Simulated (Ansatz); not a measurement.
# BH6N2O: the cost of one run

All numbers below are computed with Ansatz 0.2.0 (UKS BHLYP/def2-mTZVP).

## Step 1: Starting point

Bond lengths: B1–N3 1.550 Å, N3–H4 1.060 Å, N3–H5 1.060 Å, B1–N6 1.550 Å, N6–H7 1.060 Å, N6–H8 1.060 Å, O9–H10 1.010 Å. Angles: B1–N3–H4 120.0°, B1–N3–H5 120.0°, H4–N3–H5 120.0°, N3–B1–N6 120.0°, B1–N6–H7 120.0°, B1–N6–H8 120.0°, H7–N6–H8 120.0°.

Structure file:

```xyz
10

B     0.0000    0.0000    0.0000
H     0.0000    0.0000    1.4400
N     1.3423    0.0000   -0.7750
H     1.8089   -0.9179   -1.0268
H     1.7937    0.9179   -1.0532
N    -1.3423    0.0000   -0.7750
H    -2.0112   -0.8164   -0.6764
H    -1.5914    0.8164   -1.4036
O     0.0000    0.0000    2.7500
H    -0.5144   -0.8011    3.0871
```

## Step 2: Pulling towards end A

Springs on the bonds that form and break draw the guess towards this end; the thresholds are loose.

Contents of input.yaml:

```yaml
crystal:
  periodic: [false, false, false]
  atoms:
    - { symbol: B, position_ang: [0.0, 0.0, 0.0] }
    - { symbol: H, position_ang: [0.0, 0.0, 1.44] }
    - { symbol: "N", position_ang: [1.3423, 0.0, -0.775] }
    - { symbol: H, position_ang: [1.8089, -0.9179, -1.0268] }
    - { symbol: H, position_ang: [1.7937, 0.9179, -1.0532] }
    - { symbol: "N", position_ang: [-1.3423, 0.0, -0.775] }
    - { symbol: H, position_ang: [-2.0112, -0.8164, -0.6764] }
    - { symbol: H, position_ang: [-1.5914, 0.8164, -1.4036] }
    - { symbol: O, position_ang: [0.0, 0.0, 2.75] }
    - { symbol: H, position_ang: [-0.5144, -0.8011, 3.0871] }
magnetization:
  spin_polarized: true
  initial_magnetization: 1
basis:
  gaussian: { orbitals: def2-mTZVP }
hamiltonian:
  xc: { name: BHLYP }
relax:
  f_tol: 0.15
  max_steps: 25
  restrain:
    - { distance: [1, 8], at: 2.21, k: 30.0 }
    - { distance: [0, 1], at: 1.19, k: 30.0 }
```

Started as:

```console
$ ansatz run input.yaml --threads 4 --pin off --max-ram 5120MiB --backend cpu --events-out ev --progress --plain --runs-dir out
```

Q: Estimate wall time and peak memory on 4 threads of Arm Neoverse V2, shared host.

About 66 s, with a peak of 0.24 GiB.
